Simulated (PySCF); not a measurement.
**The bond of SnHg+, level by level**

The task here is to estimate one member of a computed series from the others.

The runs use PySCF 2.14.0; Sn def2-SVP with ECP28, Hg def2-SVP with ECP60, scalar-relativistic core potentials.

Set-up of the first run:

Settings of the job:

```json
{
 "atoms": "Sn, Hg",
 "charge": "1",
 "basis": "Sn def2-SVP with ECP28, Hg def2-SVP with ECP60",
 "Hamiltonian": "scalar-relativistic core potentials",
 "basis functions": "58",
 "electrons treated": "41",
 "masses in u": "119.9022, 201.9706",
 "levels": "PBE0, PBE, r²SCAN, M06-L, BP86, r²SCAN0, HF, MP2, SCS-MP2",
 "grid": "80 radial by 434 angular points",
 "occupations": "held fixed by the projection of orbital angular momentum",
 "dissociation limit": "Sn+ + Hg, each in its ground configuration",
 "starting distance in angstrom": "2.825",
 "values of 2S to try": "1, 3"
}
```

Run with:

```bash
$ OMP_NUM_THREADS=1 python dia.py task.json out
```

Among the steps run: The job; First curve: PBE0; Other states along the same grid; PBE; r²SCAN; M06-L; BP86 (GGA); r²SCAN0; UHF (mean field).

One of the session's tables, all rows but one given; the rest of the session is left out.

Energy (eV) from each level's lowest point:

```
R (Å)    UHF  UHF-MP2  UHF-SCS-MP2    PBE   BP86
2.525  0.702    0.448        0.501  0.439  0.438
2.642  0.372    0.191        0.227  0.187  0.187
2.760  0.174    0.059        0.079  0.057  0.057
2.848  0.085    0.014        0.023  0.013  0.013
2.936  0.032    0.000        0.000  0.000  0.000
3.024  0.006    0.009        0.000  0.009  0.009
3.142  0.000    0.043        0.024  0.045  0.045
3.288      ?        ?            ?      ?      ?
3.465  0.076    0.194        0.152  0.205  0.204
3.699  0.161    0.308        0.254  0.331  0.329
```

**Question.** Estimate the row for R (Å) = 3.288.

Worked estimate for «UHF». A straight line through the neighbours (3.142, 0.000) and (3.465, 0.076) gives 0.000 + (0.076 − 0.000) × (3.288 − 3.142) / (3.465 − 3.142) = 0.034; a parabola fitted to 4 rows on both sides gives 0.027.

The run gave: UHF: 0.023; UHF-MP2: 0.106; UHF-SCS-MP2: 0.076; PBE: 0.111; BP86: 0.111. In «UHF» the line misses by +0.011 and the parabola by +0.004.

State 2 has its PBE0 minimum 0.73 eV higher. State 3 has its PBE0 minimum 3.19 eV higher. The other levels ran on the lowest alone.
